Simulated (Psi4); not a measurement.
# SiH3Br (SMILES [SiH3]Br): SVWN5/def2-TZVP

Aim: the energy change on altering one bond length of SiH3Br at SVWN5/def2-TZVP, from 2 runs. 

Program for the calculation: Psi4 1.11.

10 further runs of the same task are left out: 6 that didn't finish, 4 set aside as unsound or not needed.

**1. Starting point**

The species is SiH3Br (5 atoms), meant as a singlet with charge 0. SMILES: `[SiH3]Br`. The coordinates come from a PBE0-D4/def2-TZVP relaxation.

Bond lengths: Si1–Br2 2.219 Å, Si1–H3 1.481 Å, Si1–H4 1.481 Å, Si1–H5 1.481 Å. Angles: Br2–Si1–H3 108.4°, Br2–Si1–H4 108.4°, Br2–Si1–H5 108.4°, H3–Si1–H4 110.5°, H3–Si1–H5 110.5°, H4–Si1–H5 110.5°.

**2. The energy at SVWN5/def2-TZVP**

File input.in:

```
memory 2200 MB

molecule {
  0 1
  Si    -0.147420     0.056100    -0.043220
  Br     1.853020    -0.705130     0.543250
  H     -1.064550    -0.105170     1.107850
  H     -0.625550    -0.731350    -1.202270
  H     -0.015510     1.485560    -0.405610
  symmetry c1
}

set {
  basis                def2-TZVP
  puream               true
  e_convergence        1e-09
  d_convergence        1e-08
  scf_type             pk
  dft_radial_points    99
  dft_spherical_points 590
}

result, w = energy("scf", dft_functional={"name": "SVWN5", "x_functionals": {"LDA_X": {}}, "c_functionals": {"LDA_C_VWN": {}}}, return_wfn=True)
```

Run with:

```console
$ psi4 -n 1 input.in input.out
```

input.out:

```text
[...]
  Running in c1 symmetry.
[...]
  Nuclear repulsion =  150.830234135502508
[...]
  Multiplicity = 1
[...]
  Nalpha       = 26
  Nbeta        = 26
[...]
    Number of basis functions: 103
[...]
   @RKS iter   1: -2860.34276864861886   -1.16575e+00   1.58249e-02 DIIS/ADIIS
[...]
   @RKS iter  11: -2860.75837078551558    9.09495e-13   1.46425e-09 DIIS
[...]
    Orbital Energies [Eh]
    ---------------------
    Doubly Occupied:
       1A   -480.204121     2A    -65.144697     3A    -61.734921
       4A    -55.710049     5A    -55.707299     6A    -55.707299
       7A     -8.380900     8A     -6.276621     9A     -6.268762
      10A     -6.268762    11A     -5.051267    12A     -3.493574
      13A     -3.489466    14A     -3.489466    15A     -2.500796
      16A     -2.498572    17A     -2.498572    18A     -2.492703
      19A     -2.492703    20A     -0.721864    21A     -0.502221
      22A     -0.342550    23A     -0.340999    24A     -0.340997
      25A     -0.268897    26A     -0.268897
[...]
  @RKS Final Energy: -2860.75837078551558
   => Energetics <=
    Nuclear Repulsion Energy =            150.8302341355025078
    One-Electron Energy =               -4285.4027426163565906
    Two-Electron Energy =                1382.3514578913568585
    DFT Exchange-Correlation Energy =    -108.5373201960186123
    Empirical Dispersion Energy =           0.0000000000000000
    VV10 Nonlocal Energy =                  0.0000000000000000
    Total Energy =                      -2860.7583707855155808
[...]
 Multipole Moments:
 ------------------------------------------------------------------------------------
     Multipole            Electronic (a.u.)      Nuclear  (a.u.)        Total (a.u.)
 ------------------------------------------------------------------------------------
 L = 1.  Multiply by 2.5417464519 to convert [e a0] to [Debye]
 Dipole X            :          9.6200363          -10.0739417           -0.4539054
 Dipole Y            :         -3.6607192            3.8334458            0.1727266
 Dipole Z            :          2.8203007           -2.9533757           -0.1330749
 Magnitude           :                                                    0.5035608
[...]
```

It took 13 s on 1 thread of Intel Xeon Platinum 8259CL at 2.50GHz (Skylake/Cascade Lake), shared host; peak memory 0.64 GiB.

**3. The distorted shape: energy and gradient at SVWN5/def2-TZVP**

File run.py:

```python
import psi4

psi4.set_memory('2200 MB')
psi4.set_num_threads(1)
psi4.core.set_output_file('run.log', False)

molecule = psi4.geometry("""
Si    -0.003994     0.292314     0.304465
Br     1.996446    -0.468916     0.890935
H     -0.921124     0.131044     1.455535
H     -0.625550    -0.731350    -1.202270
H      0.127916     1.721774    -0.057925
units angstrom
symmetry c1
""")

psi4.set_options({
    'basis': 'def2-TZVP',
    'puream': True,
    'e_convergence': 1e-09,
    'd_convergence': 1e-08,
    'scf_type': 'pk',
    'dft_radial_points': 99,
    'dft_spherical_points': 590,
})

E, wfn = psi4.gradient('scf', dft_functional={"name": "SVWN5", "x_functionals": {"LDA_X": {}}, "c_functionals": {"LDA_C_VWN": {}}}, return_wfn=True)
print('gradient / Eh bohr^-1')
print(E.np.round(6))
print(f'energy = {wfn.energy():.10f} Eh')
```

Run with:

```console
$ python run.py
```

run.log:

```text
[...]
  Running in c1 symmetry.
[...]
  Nuclear repulsion =  149.011603674452971
[...]
  Multiplicity = 1
[...]
  Nalpha       = 26
  Nbeta        = 26
[...]
    Number of basis functions: 103
[...]
   @RKS iter   1: -2860.30784541099092   -1.20806e+00   1.58399e-02 ADIIS/DIIS
[...]
   @RKS iter  12: -2860.72521557746541   -2.72848e-12   1.84419e-09 DIIS
[...]
    Orbital Energies [Eh]
    ---------------------
    Doubly Occupied:
       1A   -480.209604     2A    -65.167711     3A    -61.740329
       4A    -55.715486     5A    -55.712751     6A    -55.712667
       7A     -8.386262     8A     -6.282029     9A     -6.274218
      10A     -6.273982    11A     -5.069337    12A     -3.511603
      13A     -3.508840    14A     -3.507299    15A     -2.506183
      16A     -2.504022    17A     -2.503855    18A     -2.498021
      19A     -2.498020    20A     -0.726398    21A     -0.494808
      22A     -0.347277    23A     -0.346252    24A     -0.313063
      25A     -0.273330    26A     -0.263283
[...]
  @RKS Final Energy: -2860.72521557746541
   => Energetics <=
    Nuclear Repulsion Energy =            149.0116036744529708
    One-Electron Energy =               -4281.4567020596296061
    Two-Electron Energy =                1380.1741882871888265
    DFT Exchange-Correlation Energy =    -108.4543054794774406
    Empirical Dispersion Energy =           0.0000000000000000
    VV10 Nonlocal Energy =                  0.0000000000000000
    Total Energy =                      -2860.7252155774654057
[...]
 Multipole Moments:
 ------------------------------------------------------------------------------------
     Multipole            Electronic (a.u.)      Nuclear  (a.u.)        Total (a.u.)
 ------------------------------------------------------------------------------------
 L = 1.  Multiply by 2.5417464519 to convert [e a0] to [Debye]
 Dipole X            :          9.8738119          -10.2157535           -0.3419416
 Dipole Y            :         -3.3404692            3.5998904            0.2594212
 Dipole Z            :          3.3327996           -3.2971475            0.0356520
 Magnitude           :                                                    0.4306907
[...]
  -Total Gradient:
     Atom            X                  Y                   Z
    ------   -----------------  -----------------  -----------------
       1        0.011345215214     0.034584635511     0.044211383786
       2        0.004743117193    -0.001703262324     0.001497116810
       3        0.002623071395     0.001795296532    -0.001581885727
       4       -0.018504226431    -0.032167592876    -0.046635107259
       5       -0.000211846266    -0.002505422906     0.002509096481
[...]
```

Standard output:

```text
gradient / Eh bohr^-1
[[ 0.011345  0.034585  0.044211]
 [ 0.004743 -0.001703  0.001497]
 [ 0.002623  0.001795 -0.001582]
 [-0.018504 -0.032168 -0.046635]
 [-0.000212 -0.002505  0.002509]]
energy = -2860.7252155775 Eh
```

Wall time 24 s (1 thread of Intel Xeon Platinum 8259CL at 2.50GHz (Skylake/Cascade Lake), shared host); peak memory 0.63 GiB.

**4. Outcome**

At SVWN5/def2-TZVP:

```
                                                          quantity           value
                                         first shape: total energy  -2860.75837 Eh
                                        first shape: dipole moment          1.28 D
                                          first shape: HOMO energy        -7.32 eV
                                          first shape: LUMO energy        -1.49 eV
                                        first shape: HOMO–LUMO gap         5.82 eV
                                     distorted shape: total energy  -2860.72522 Eh
                                    distorted shape: dipole moment          1.09 D
                                      distorted shape: HOMO energy        -7.16 eV
                                      distorted shape: LUMO energy        -1.79 eV
                                    distorted shape: HOMO–LUMO gap         5.37 eV
                         distorted shape: largest force on an atom      3.065 eV/Å
energy change with the Si1–H4 bond stretched from 1.481 to 1.925 Å        0.902 eV
```

With the Si1–H4 bond stretched from 1.481 to 1.925 Å the energy rises by 0.90 eV (20.8 kcal/mol). The first shape isn't relaxed at this level, so the change isn't measured from a minimum.
